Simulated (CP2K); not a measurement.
Runs of CP2K 2026.2 on AlSn. The structure is hexagonal, space group P-6m2 (No. 187). Conventional cell: a = 4.198 Å, b = 4.198 Å, c = 3.307 Å, α = 90.00°, β = 90.00°, γ = 120.00°. Around Sn (site symmetry -6m2) lie 6 Al at 2.93 Å and 2 Sn at 3.31 Å. Al (site symmetry -6m2) has 6 Sn at 2.93 Å and 2 Al at 3.31 Å as nearest neighbours. The cell comes from a database or a generator and needn't be the stable form of this composition.

```csv
task,level,potentials or basis,cell,smearing,NGRIDS,gap on the mesh (eV),pressure (GPa),V0 of scaled cells (Å³/atom),B0 (GPa)
single point,PBEsol,"POTENTIAL_UZH Sn GTH-PBE-q4, Al GTH-PBE-q3; TZVP-MOLOPT-PBE-GTH basis",the cell as VASP's run set it,gaussian 0.02 eV,4,none,(a),-,-
equation of state,PBE,"POTENTIAL_UZH Sn GTH-PBE-q4, Al GTH-PBE-q3; TZVP-MOLOPT-PBE-GTH basis",as given,fermi-dirac 0.05 eV,4,-,-,(c),49
equation of state,RPBE+D4,"POTENTIAL_UZH Sn GTH-PBE-q4, Al GTH-PBE-q3; TZVP-MOLOPT-PBE-GTH basis",as given,methfessel-paxton 0.2 eV,4,-,-,23.91,59
single point,RPBE,"POTENTIAL_UZH Sn GTH-PBE-q4, Al GTH-PBE-q3; TZVP-MOLOPT-PBE-GTH basis",the cell as VASP's run set it,gaussian 0.02 eV,5,none,1.1,-,-
single point,LDA,"GTH_POTENTIALS Sn GTH-PADE-q4, Al GTH-PADE-q3; TZVP-MOLOPT-PBE-GTH basis",as given,gaussian 0.02 eV,4,none,-3.3,-,-
single point,PBE,"POTENTIAL_UZH Sn GTH-PBE-q4, Al GTH-PBE-q3; TZVP-MOLOPT-PBE-GTH basis",as given,fermi-dirac 0.05 eV,5,none,(b),-,-
```

Alike in all rows: no spin polarisation; k mesh 7 × 7 × 8.

Estimate the missing entries.

(a) 0.6; (b) 0.9; (c) 25.71.

Caveats: the basis of atomic orbitals isn't converged, which shifts pressures, moduli and gaps; the potentials were made for another functional, which shifts forces and pressure (some runs); the cell was scaled at fixed shape and fractional positions, which overstates the stiffness of a crystal with free parameters, most of all of layers and chains (some runs).

A k mesh can miss the band edges, and the runs leave out spin-orbit coupling on Sn.

A gap of «none» marks a metal or a gap under the smearing width.

Not every run made on this cell is shown here.
